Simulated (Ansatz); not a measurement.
# As (diamond type): the cost of one run

Program: Ansatz 0.2.0. Level of theory: DFT, LDA, PAW with Ansatz's default frozen-core files, scalar-relativistic. These are calculated values, not measurements.

1 further run of the same task is left out (it didn't finish).

## Step 1: The structure to begin with

Symmetry: Fd-3m, No. 227, cubic system. Conventional cell: a = 5.749 Å, b = 5.749 Å, c = 5.749 Å, α = 90.00°, β = 90.00°, γ = 90.00°. As (site symmetry -43m) has 4 As at 2.49 Å as nearest neighbours.

Coordinates:

```
As
1.0
     0.00000    2.87445    2.87445
     2.87445    0.00000    2.87445
     2.87445    2.87445    0.00000
As
2
Direct
  0.87500 0.87500 0.87500
  0.12500 0.12500 0.12500
```

Atoms are numbered in the order of the input: As1, As2.

## Step 2: Shortest bond scaled by 1, PAW

File input.yaml:

```yaml
crystal:
  lattice:
    - [0.0, 2.8744485395, 2.8744485395]
    - [2.8744485395, 0.0, 2.8744485395]
    - [2.8744485395, 2.8744485395, 0.0]
  atoms:
    - { symbol: As, position: [-0.125, -0.125, -0.125] }
    - { symbol: As, position: [0.125, 0.125, 0.125] }
kpoints:
  mp_grid: { grid: [9, 9, 9] }
scf:
  occupations: { method: fermi_dirac, width: 0.05 }
hamiltonian:
  xc: lda
  pseudopotentials: { kind: paw }
output:
  forces: true
  stress: true
  eigenvalues: true
  efg: { contact_densities: true }
  populations: true
  write_density: true
  write_potential: true
  elf: true
  volumetric_format: npy
```

Launch:

```console
> ansatz run input.yaml --threads 1 --pin off --max-ram 2048MiB --backend cpu --events-out ev --progress --plain --runs-dir out
```

What time and memory should one allow on 1 thread of Arm Neoverse V1, shared host?

About 2.9 s, with a peak of 0.34 GiB.
